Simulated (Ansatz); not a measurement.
Run this with Ansatz 0.2.0, Python API and show what comes out.

`edit_naliicl.py`:
```python
# -*- coding: utf-8 -*-
"""Keys set on an Input object, for NaLiICl."""

from dataclasses import dataclass
import warnings

import ansatz as az
from ase import Atoms
from tabulate import tabulate


@dataclass
class Options:
    kgrid: tuple[int, ...] = (5, 5, 3)
    occupations: str = "fixed"
    ecut: int = 530
    xc: str = "r2scan"


cfg = Options()

warnings.simplefilter("ignore", az.DeckWarning)

atoms = Atoms(
    ["Na", "Li", "I", "Cl"],
    scaled_positions=[
        (0.5, 0.5, 0.5),
        (0.0, 0.0, 0.0),
        (0.5, 0.5, 0.0),
        (0.0, 0.0, 0.5),
    ],
    cell=[
        (4.091636, 0.0, 0.0),
        (0.0, 4.091636, 0.0),
        (0.0, 0.0, 6.215344),
    ],
    pbc=True,
)
cell = az.Crystal.from_ase(atoms)

calculation = cell.calculation()
calculation = calculation.kpoints(*cfg.kgrid)
calculation = calculation.occupations(cfg.occupations)
calculation = calculation.basis(cfg.ecut).pseudopotentials("paw")
calculation = calculation.functional(cfg.xc)
calculation = calculation.band_table()
typed = calculation.input()
rows = []
for value in [0.0001, 1e-06, 1e-08]:
    edited = typed.set(az.key.scf.convergence.dr2_threshold, value)
    data = az.Session.from_dict(edited).plan().execute().report
    rows.append((value, data["free_energy_ev"], data["n_iterations"], len(data["eigenvalues_ev"][0]) if "eigenvalues_ev" in data else 0))
print(tabulate(rows, headers=["threshold eV", "F eV", "iterations", "bands listed"], floatfmt=".4f", tablefmt="plain"))
```

Running `python edit_naliicl.py` prints:
```text
  threshold eV         F eV    iterations    bands listed
        0.0001  -10312.0247             6              22
        0.0000  -10312.0247             6              22
        0.0000  -10312.0247             7              22
```

What to keep in mind:
- Total energies depend on the potentials; only differences at equal settings carry meaning. A total without «per atom» is that of the cell as typed.
- The structure comes from a database of computed cells and needn't be a stable or known phase.
- Run time: 20 s on 1 thread of AMD EPYC 7R43 64-Core Processor (Zen 3) (shared host), peak memory 0.61 GiB.
